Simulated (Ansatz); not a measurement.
# C2H4BrFO: a ladder of functionals and wavefunction methods

One table from this session's results is given with a row withheld; the runs are named, their logs left out.

Computed with Ansatz 0.2.0, Gaussian basis. Level: functionals in def2-TZVPP, the program's frozen cores in correlated methods.

Levels to be run: LDA (SPW92), PBE-D4, revPBE-D4, BLYP-D4, r2SCAN-D4, B97M-V, PBE0-D4, B3LYP-D4, r2SCANh-D4, r2SCAN0-D4, HSE06-D4, BHLYP-D4, CAM-B3LYP-D4, LC-ωPBE, ωB97X-V, ωB97M-V, B2PLYP, PBE-QIDH; CCSD(T)/def2-SVP; CCSD(T)/def2-TZVPP; MP2/def2-QZVPP; extrapolation to the limit; RPA on PBE.

**The geometry**

All runs share one geometry, relaxed beforehand with PBE0-D4 in a triple-zeta def2 set.

SMILES `COC(F)Br`, 9 atoms, charge 0, spin multiplicity 1.

Atoms are counted from 1 here; the program's logs count them from 0.

Bond lengths: C1–O2 1.422 Å, C1–H6 1.092 Å, C1–H7 1.088 Å, C1–H8 1.096 Å, O2–C3 1.349 Å, C3–F4 1.362 Å, C3–Br5 1.937 Å, C3–H9 1.095 Å. Angles: O2–C1–H6 111.1°, O2–C1–H7 106.2°, O2–C1–H8 110.7°, H6–C1–H7 109.7°, H6–C1–H8 109.7°, H7–C1–H8 109.4°, C1–O2–C3 113.3°, O2–C3–F4 111.3°, O2–C3–Br5 108.3°, O2–C3–H9 113.7°, F4–C3–Br5 108.6°, F4–C3–H9 107.4°, Br5–C3–H9 107.3°.

The first run:

in.yaml reads:

```yaml
crystal:
  periodic: [false, false, false]
  atoms:
    - {symbol: C, position_ang: [-0.148328, -1.054196, -0.657459]}
    - {symbol: O, position_ang: [0.652461, 0.093475, -0.403068]}
    - {symbol: C, position_ang: [0.156327, 0.886656, 0.568406]}
    - {symbol: F, position_ang: [-0.959352, 1.544682, 0.148897]}
    - {symbol: Br, position_ang: [1.507095, 2.193858, 1.034301]}
    - {symbol: H, position_ang: [-1.118813, -0.771596, -1.071370]}
    - {symbol: H, position_ang: [0.399289, -1.652789, -1.381898]}
    - {symbol: H, position_ang: [-0.293858, -1.635496, 0.259849]}
    - {symbol: H, position_ang: [-0.106421, 0.349006, 1.485241]}
basis:
  gaussian: {orbitals: def2-TZVPP}
hamiltonian: {xc: lda}
output: {orbitals: {seedname: orbitals}}
```

Launch:

```bash
ansatz run in.yaml --threads 4 --pin off --events-out ev --progress --plain --max-ram 10444MiB
```

Among the steps run: LDA; PBE-D4 (GGA); revPBE-D4 (GGA); BLYP-D4 (GGA); r2SCAN-D4 (meta-GGA); B97M-V (meta-GGA); PBE0-D4 (hybrid); B3LYP-D4 (hybrid); r2SCANh-D4 (hybrid); r2SCAN0-D4 (hybrid); HSE06-D4 (hybrid); BHLYP-D4 (hybrid); CAM-B3LYP-D4 (range-separated); LC-ωPBE (range-separated); ωB97X-V (range-separated); ωB97M-V (range-separated); B2PLYP (double hybrid); PBE-QIDH (double hybrid).

One of the session's tables, all rows but one given; the rest of the session is left out.

It belongs to the step «Orbital energies across the functionals». 

| functional | HOMO (eV) | gap (eV) |
| --- | --- | --- |
| LDA (SPW92) | -7.09 | 5.69 |
| PBE-D4 | -6.93 | 5.76 |
| revPBE-D4 | -6.87 | 5.80 |
| BLYP-D4 | -6.78 | 5.68 |
| r2SCAN-D4 | -7.27 | 6.35 |
| B97M-V | -7.39 | 6.54 |
| PBE0-D4 | -8.32 | 8.20 |
| B3LYP-D4 | -8.05 | 7.62 |
| r2SCANh-D4 | -7.78 | 7.25 |
| r2SCAN0-D4 | -8.54 | 8.57 |
| HSE06-D4 | -7.92 | 7.41 |
| BHLYP-D4 | -9.52 | 10.46 |
| CAM-B3LYP-D4 | -9.70 | 10.67 |
| LC-ωPBE | -11.11 | 13.39 |
| ωB97X-V | -10.74 | 12.88 |
| ωB97M-V | ? | ? |

**Question.** Estimate the row for ωB97M-V.

As computed: HOMO (eV): -10.61; gap (eV): 12.58. In the column «HOMO (eV)» it lies between ωB97X-V (-10.74) and CAM-B3LYP-D4 (-9.70).
